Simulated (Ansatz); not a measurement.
# MgTiF4 in Ansatz: convergence with k mesh

Crystal: MgTiF4.

```xyz
6
Lattice="3.6030 0.0000 0.0000 0.0000 3.6030 0.0000 0.0000 0.0000 5.1134" Properties=species:S:1:pos:R:3 pbc="T T T"
Ti    1.7909    1.7914   -0.0204
Mg   -0.0403    0.0071    2.5433
F     0.0444    1.7882    1.3167
F    -0.0067    1.8076    3.8223
F     1.8202   -0.0021    3.8182
F     1.7495   -0.0025    1.2921
```

The cell comes from a database or a generator and needn't be the stable form of this composition.

The cell isn't the ideal one: atoms moved at random, drawn with an rms of 0.05 Å.

* Program: Ansatz 0.2.0
* Task: convergence study
* Functional: LDA
* Potentials or basis: PseudoDojo stringent (LDA files)
* Cutoff: 1143 eV
* Density cutoff: 4572 eV
* k mesh: 2 × 2 × 2
* Occupations: cold, width 0.1 eV
* Spin: no spin polarisation

These are the settings of the first run; the series varies k mesh, with any setting tied to it.

Hardware: 2 threads of Intel(R) Xeon(R) 6975P-C (Granite Rapids), with other jobs on the host.

```
     k mesh  energy less the tightest run, at zero smearing (meV/atom)  pressure (GPa)  largest force (eV/Å)  SCF cycles  CPU time (s)  peak memory (GiB)
  2 × 2 × 2                                                     -18.46          -11.61                 0.459          14             2               0.44
  3 × 3 × 2                                                      -8.16          -11.56                 0.427          13           3.5               0.42
  4 × 4 × 3                                                      -1.87          -11.87                 0.459          14           9.2               0.48
  5 × 5 × 4                                                      -0.19          -11.98                 0.473          14            19               0.57
  7 × 7 × 5                                                       0.14          -12.01                 0.474          14            45               0.85
  8 × 8 × 6                                                       0.02          -11.98                 0.471          15            78                1.1
10 × 10 × 7                                                       0.00          -11.97                 0.470          14           120                1.7
12 × 12 × 9                                                       0.00          -11.96                 0.469          14           230                2.9
```

Against the tightest run, the energy stays within 1 meV/atom from 5 × 5 × 4 on; the pressure stays within 0.1 GPa from 4 × 4 × 3 on; the largest force stays within 0.005 eV/Å from 8 × 8 × 6 on. Meshes of other sizes hit other points, so gaps and Fermi surfaces needn't settle smoothly. The tightest run that finished is the yardstick and may itself not be fully converged.

Caveat, for the tightest run too: semilocal functionals often make such compounds metallic where correlation or magnetic order opens a gap, which also shifts bond lengths.
